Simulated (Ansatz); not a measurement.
This script makes the interaction energy of a dimer with the counterpoise correction of H2OSSi, SMILES O[Si]S with Ansatz 0.2.0, Python API.

`dimer_h2ossi.py`:
```python
"""Interaction energy of two H2OSSi molecules, with the counterpoise correction."""

import ansatz as az

FIRST = [
    ("O", (-1.2187, -0.7289, -0.424)),
    ("Si", (-0.7894, 0.8933, -0.2836)),
    ("S", (1.0483, 0.81, 0.7439)),
    ("H", (-0.8557, -1.2868, 0.2348)),
    ("H", (1.8154, 0.3123, -0.271)),
]
SECOND = [
    ("O", (3.6581, 0.251, 2.7372)),
    ("Si", (4.8205, -0.2331, 3.8552)),
    ("S", (4.2637, 0.8096, 5.5995)),
    ("H", (3.2732, 1.0867, 2.9119)),
    ("H", (3.1402, 0.0941, 5.9027)),
]

def energy(atoms, ghosts=()):
    molecule = az.Crystal.molecule()
    for symbol, xyz in atoms:
        molecule = molecule.atom(symbol, xyz)
    calc = (
        molecule.calculation()
        .basis(gaussian="def2-SVP")
        .functional("hf")  # exchange and correlation
    )
    deck = calc.input()
    if ghosts:
        deck = deck.set(az.key.basis.gaussian.ghost_atoms, [{"symbol": s, "position_ang": list(xyz)} for s, xyz in ghosts])
    return az.Session.from_dict(deck).plan().execute().report["free_energy_ev"]

# ghost atoms carry the functions of the partner
both = energy(FIRST + SECOND)
alone = energy(FIRST) + energy(SECOND)
ghosted = energy(FIRST, SECOND) + energy(SECOND, FIRST)
print(f"dimer {both:.6f} eV")
print(f"interaction, uncorrected   {(both - alone):8.3f} eV")
print(f"interaction, counterpoise  {(both - ghosted):8.3f} eV")
print(f"basis-set superposition    {(alone - ghosted):8.3f} eV")
```

How large is the interaction at this pose, and how much of it is basis-set superposition?

Uncorrected it is -0.007 eV, with the counterpoise correction 0.022 eV; the difference, 0.03 eV, is the superposition error. The sign changes with the correction, so this basis doesn't settle it.

The run itself:

`python dimer_h2ossi.py` gives:
```text
dimer -41482.818925 eV
interaction, uncorrected     -0.007 eV
interaction, counterpoise     0.022 eV
basis-set superposition       0.029 eV
```

Reading the output:
- Total energies depend on the basis set; only differences at equal settings carry meaning.
- The dimer is a generated trial pose of unrelaxed monomers, not a minimum, so the figure is no binding energy, and the basis set is small.
- Hartree-Fock leaves correlation out, so bond, atomisation and ionisation energies come out well too low.
- This level lacks the dispersion part of the attraction (electrostatics and induction are there), which can decide the sign where the interaction is weak.
- Wall time of the script: 6.6 s on 1 thread of Arm Neoverse V1 (shared host), peak memory 0.3 GiB.

(Lines on the test bed's own set-up are left out of the output.)
